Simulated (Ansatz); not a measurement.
# BH₃IO+ (SMILES [OH2+]BI): one structure at several levels

The task here is to estimate one member of a computed series from the others.

Program: Ansatz 0.2.0, Gaussian basis. Level of theory: single points in def2-TZVPP. These are calculated values, not measurements.

Correlated methods freeze the cores. Filled d shells of the heavier atoms are correlated. Core potentials replace the inner electrons past krypton, and spin-orbit coupling is left out.

### Where the work starts

SMILES `[OH2+]BI`, 6 atoms, charge 1, spin multiplicity 1.

Atoms are counted from 1 here; the program's logs count them from 0.

Bond lengths: O1–B2 1.382 Å, O1–H4 0.966 Å, O1–H5 0.969 Å, B2–I3 2.048 Å, B2–H6 1.169 Å. Angles: B2–O1–H4 123.6°, B2–O1–H5 122.1°, H4–O1–H5 114.2°, O1–B2–I3 117.6°, O1–B2–H6 116.7°, I3–B2–H6 125.7°.

Geometry (Å):

| atom | x (Å) | y (Å) | z (Å) |
| --- | --- | --- | --- |
| O1 | -0.60890 | -0.37460 | 0.27720 |
| B2 | 0.60750 | 0.14060 | -0.12870 |
| I3 | 0.58470 | 1.85310 | -1.25100 |
| H4 | -1.46060 | 0.01450 | 0.04010 |
| H5 | -0.67460 | -1.18690 | 0.80070 |
| H6 | 1.56430 | -0.43010 | 0.22640 |

The first run:

The input, run/in.yaml:

```yaml
crystal:
  periodic: [false, false, false]
  atoms:
    - {symbol: O, position_ang: [-0.608900, -0.374600, 0.277200]}
    - {symbol: B, position_ang: [0.607500, 0.140600, -0.128700]}
    - {symbol: I, position_ang: [0.584700, 1.853100, -1.251000]}
    - {symbol: H, position_ang: [-1.460600, 0.014500, 0.040100]}
    - {symbol: H, position_ang: [-0.674600, -1.186900, 0.800700]}
    - {symbol: H, position_ang: [1.564300, -0.430100, 0.226400]}
basis:
  gaussian: {orbitals: def2-TZVPP}
total_charge: 1
correlation: {method: ccsd_t}
output: {forces: true}
```

The command line of these runs was not kept.

Steps of the session up to this table: CCSD(T)/def2-TZVPP; PBE0-D4/def2-TZVPP; wB97M-V/def2-TZVPP; r2SCAN-D4/def2-TZVPP; PBE-D4/def2-TZVPP; BHLYP-D4/def2-TZVPP; BLYP-D4/def2-TZVPP.

One of the session's tables, all rows but one given; the rest of the session is left out.

```
   method  RMS force component (eV/Å)  angle to CCSD(T) forces (°)
  CCSD(T)                       0.857                    reference
  PBE0-D4                       0.730                          3.6
  wB97M-V                       0.798                          3.8
r2SCAN-D4                       0.762                          5.3
   PBE-D4                       0.785                         16.7
 BHLYP-D4                       0.739                         11.2
  BLYP-D4                           ?                            ?
```

Q: Estimate the row for BLYP-D4 from the others.

As computed: RMS force component (eV/Å): 0.822; angle to CCSD(T) forces (°): 18.8. In the column «RMS force component (eV/Å)» it lies between wB97M-V (0.798) and CCSD(T) (0.857).
